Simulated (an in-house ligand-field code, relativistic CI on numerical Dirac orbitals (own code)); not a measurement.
# d7 in a ligand field: terms for several parameter sets

Which terms of d7 lie lowest for given Racah parameters and ligand field?

Program: an in-house ligand-field code version 1. Level of theory: parametric ligand-field model of a d^n configuration (Racah B and C, spin-orbit zeta, crystal field), exact diagonalisation. These are calculated values, not measurements, unless marked.

**1. The atom as given**

```
shell        : d7
set 1 (cm⁻¹) : B = 760, C = 3480, Oh, 10Dq = 40400
set 2 (cm⁻¹) : B = 490, C = 1830, D3d, 10Dq = 28100, Dsigma = -1200, Dtau = -220
set 3 (cm⁻¹) : B = 970, C = 4030, D3d, 10Dq = 43800, Dsigma = -310, Dtau = 200
set 4 (cm⁻¹) : B = 930, C = 3590, Oh, 10Dq = 23300
set 5 (cm⁻¹) : B = 840, C = 4300, Oh, 10Dq = 46200
set 6 (cm⁻¹) : B = 460, C = 1870, D4h, 10Dq = 18950, Ds = 3000, Dt = 560
set 7 (cm⁻¹) : B = 510, C = 2020, D3d, 10Dq = 11650, Dsigma = -520, Dtau = 270
set 8 (cm⁻¹) : B = 920, C = 3640, Oh, 10Dq = 49000
```

**2. Set 1**

Settings of the run:

```ini
n = 7
racah_B = 760  # cm-1
racah_C = 3480  # cm-1
zeta = 0  # cm-1
symmetry = Oh
field = {"10Dq": 40400}  # cm-1
```

**3. Set 2**

Settings of the run:

```ini
n = 7
racah_B = 490  # cm-1
racah_C = 1830  # cm-1
zeta = 0  # cm-1
symmetry = D3d
field = {"10Dq": 28100, "Dsigma": -1200, "Dtau": -220}  # cm-1
```

**4. Set 3**

Settings of the run:

```ini
n = 7
racah_B = 970  # cm-1
racah_C = 4030  # cm-1
zeta = 0  # cm-1
symmetry = D3d
field = {"10Dq": 43800, "Dsigma": -310, "Dtau": 200}  # cm-1
```

**5. Set 4**

Settings of the run:

```ini
n = 7
racah_B = 930  # cm-1
racah_C = 3590  # cm-1
zeta = 0  # cm-1
symmetry = Oh
field = {"10Dq": 23300}  # cm-1
```

**6. Set 5**

Settings of the run:

```ini
n = 7
racah_B = 840  # cm-1
racah_C = 4300  # cm-1
zeta = 0  # cm-1
symmetry = Oh
field = {"10Dq": 46200}  # cm-1
```

**7. Set 6**

Settings of the run:

```ini
n = 7
racah_B = 460  # cm-1
racah_C = 1870  # cm-1
zeta = 0  # cm-1
symmetry = D4h
field = {"10Dq": 18950, "Ds": 3000, "Dt": 560}  # cm-1
```

**8. Set 7**

Settings of the run:

```ini
n = 7
racah_B = 510  # cm-1
racah_C = 2020  # cm-1
zeta = 0  # cm-1
symmetry = D3d
field = {"10Dq": 11650, "Dsigma": -520, "Dtau": 270}  # cm-1
```

**9. Set 8**

Settings of the run:

```ini
n = 7
racah_B = 920  # cm-1
racah_C = 3640  # cm-1
zeta = 0  # cm-1
symmetry = Oh
field = {"10Dq": 49000}  # cm-1
```

(Steps that only read results are left out.)

Q: Predict the outcome of this session. Wanted: lowest terms; sets at their largest spin, of those that allow S over 1.

**Answer**, as computed:

| set | 10Dq/B (size) | lowest | S | electrons in z² and x²-y² | first level of the same spin (cm⁻¹) |
| --- | --- | --- | --- | --- | --- |
| 1: Oh | 53.2 | 2E | 0.50 | 1.02 | 2T1 37650 |
| 2: D3d | 57.3 | 2E | 0.50 | 1.02 | 2A2 23109 |
| 3: D3d | 45.2 | 2E | 0.50 | 1.02 | 2E 41354 |
| 4: Oh | 25.1 | 2E | 0.50 | 1.04 | 2T1 20911 |
| 5: Oh | 55.0 | 2E | 0.50 | 1.02 | 2T1 42813 |
| 6: D4h | 41.2 | 2A1 | 0.50 | 1.01 | 2E 11873 |
| 7: D3d | 22.8 | 2E | 0.50 | 1.06 | 2E 11366 |
| 8: Oh | 53.3 | 2E | 0.50 | 1.01 | 2T1 46091 |

| quantity | value |
| --- | --- |
| lowest terms | 1: 2E, 2: 2E, 3: 2E, 4: 2E, 5: 2E, 6: 2A1, 7: 2E, 8: 2E |
| sets at their largest spin, of those that allow S over 1 | none |

**Reading.** 0 of 8 sets have the highest spin that their shell allows, S = 3/2. B, C and the field are free parameters here, not those of a compound.
